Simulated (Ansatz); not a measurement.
# C2H5FOSi: the cost of one run

Method: RKS PBE-D4/def2-SVP, in Ansatz 0.2.0.

## Step 1: The system as given

Bond lengths: C1–C2 1.440 Å, C2–O3 1.433 Å, C2–Si4 1.862 Å, O3–Si4 1.707 Å, Si4–F5 1.633 Å, C1–H6 1.166 Å, C1–H7 1.109 Å, C1–H8 1.039 Å, C2–H9 1.098 Å, Si4–H10 1.406 Å. Angles (14 of 19 angles, heavy atoms first): C1–C2–O3 115.0°, C1–C2–Si4 125.5°, O3–C2–Si4 60.8°, C2–O3–Si4 72.1°, C2–Si4–O3 47.1°, C2–Si4–F5 111.5°, O3–Si4–F5 103.2°, C1–C2–H9 110.6°, O3–C2–H9 121.9°, Si4–C2–H9 115.5°, C2–C1–H6 111.9°, C2–C1–H7 111.3°, C2–C1–H8 112.6°, C2–Si4–H10 127.8°.

As a file:

```xyz
10

C    -0.9917   -0.5734    0.7035
C     0.3442   -0.4962    0.1709
O     0.4259   -0.4908   -1.2596
Si    1.0806    0.9803   -0.6915
F    -0.0655    2.0749   -1.0872
H    -1.7540    0.0230    0.0540
H    -1.0569   -0.0889    1.6987
H    -1.3435   -1.5491    0.7607
H     1.0400   -1.0785    0.7886
H     2.4041    1.1476   -1.1352
```

## Step 2: Relaxing end A

The input, input.yaml:

```yaml
crystal:
  periodic: [false, false, false]
  atoms:
    - { symbol: C, position_ang: [-0.9917, -0.5734, 0.7035] }
    - { symbol: C, position_ang: [0.3442, -0.4962, 0.1709] }
    - { symbol: O, position_ang: [0.4259, -0.4908, -1.2596] }
    - { symbol: Si, position_ang: [1.0806, 0.9803, -0.6915] }
    - { symbol: F, position_ang: [-0.0655, 2.0749, -1.0872] }
    - { symbol: H, position_ang: [-1.754, 0.023, 0.054] }
    - { symbol: H, position_ang: [-1.0569, -0.0889, 1.6987] }
    - { symbol: H, position_ang: [-1.3435, -1.5491, 0.7607] }
    - { symbol: H, position_ang: [1.04, -1.0785, 0.7886] }
    - { symbol: H, position_ang: [2.4041, 1.1476, -1.1352] }
basis:
  gaussian: { orbitals: def2-SVP }
hamiltonian:
  xc: pbe
  dispersion: d4
relax:
  f_tol: 0.015
  max_steps: 40
```

Command:

```bash
$ ansatz run input.yaml --threads 2 --pin off --max-ram 3072MiB --backend cpu --events-out ev --progress --plain --runs-dir out
```

**Question.** How long does this run take on 2 threads of Arm Neoverse V2, shared host, and how much memory does it need?

About 16 s, with a peak of 0.15 GiB.
